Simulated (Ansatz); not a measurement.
# Ge2Sb2Te5 under changes of volume

One of the cells (31.908 Å³/atom); the others are scaled copies at fixed shape and fractional positions:

```xyz
9
Lattice="6.8391 -3.0660 0.0000 6.8391 3.0660 0.0000 -6.8310 0.0000 6.8476" Properties=species:S:1:pos:R:3 pbc="T T T"
Te    5.4948    0.0000    2.6461
Te    9.5385    0.0000    1.3429
Te    0.0699    0.0000    0.0441
Te   -2.7069    0.0000    5.5452
Te    1.3918    0.0000    4.0888
Sb    8.3181    0.0000    4.0255
Sb   -1.3207    0.0000    2.8579
Ge    2.6055    0.0000    1.2862
Ge    6.7274    0.0000    0.0756
```

The cell comes from a database or a generator and needn't be the stable form of this composition.

```yaml
Program: Ansatz 0.2.0
Functional: PBE
Potentials_or_basis: Ansatz PAW
Cutoff: "420 eV (not typed: the program's choice for these potentials)"
k_mesh: 5 × 5 × 4
Occupations: fermi-dirac, width 0.05 eV
Spin: no spin polarisation
```

```csv
volume (Å³/atom),energy over the lowest point (meV/atom),pressure (GPa),gap on the mesh (eV),largest force (eV/Å)
29.994,17.03,3.1,0.21,0.403
30.632,7.08,1.9,0.22,0.290
31.270,1.56,0.9,0.24,0.188
31.908,0.00,-0.1,0.26,0.196
32.546,?,?,?,?
33.184,7.22,-1.7,0.29,0.277
33.823,15.30,-2.4,0.31,0.314
```

Question: What does the run at 32.546 Å³/atom give?

Answer: Energy over the lowest point 2.01 meV/atom; pressure -0.9 GPa; gap on the mesh 0.27 eV; largest force 0.237 eV/Å.

Worked out: A Birch-Murnaghan fit of order 3 (a polynomial in V^(-2/3)) to the other rows has its minimum at 31.86 Å³/atom with B0 = V·E''(V) = 45 GPa and B' = 4.4 at fixed shape and positions, which overstates the stiffness. It gives 2.01 meV/atom at 32.546 Å³/atom, against the run's 2.01, and -dE/dV = -0.9 GPa, against -0.9. A straight line through the other rows of the gap, of slope 0.848 eV per unit of ln V, gives 0.28 eV, against the run's 0.27.

Energies are extrapolated to zero smearing.

Caveats: odd divisions of the mesh miss points on the zone boundary, where band edges often lie, so the gap on the mesh can be too wide; spin-orbit coupling is left out, which moves the levels of the heavy elements.

A mesh can miss the band edges.
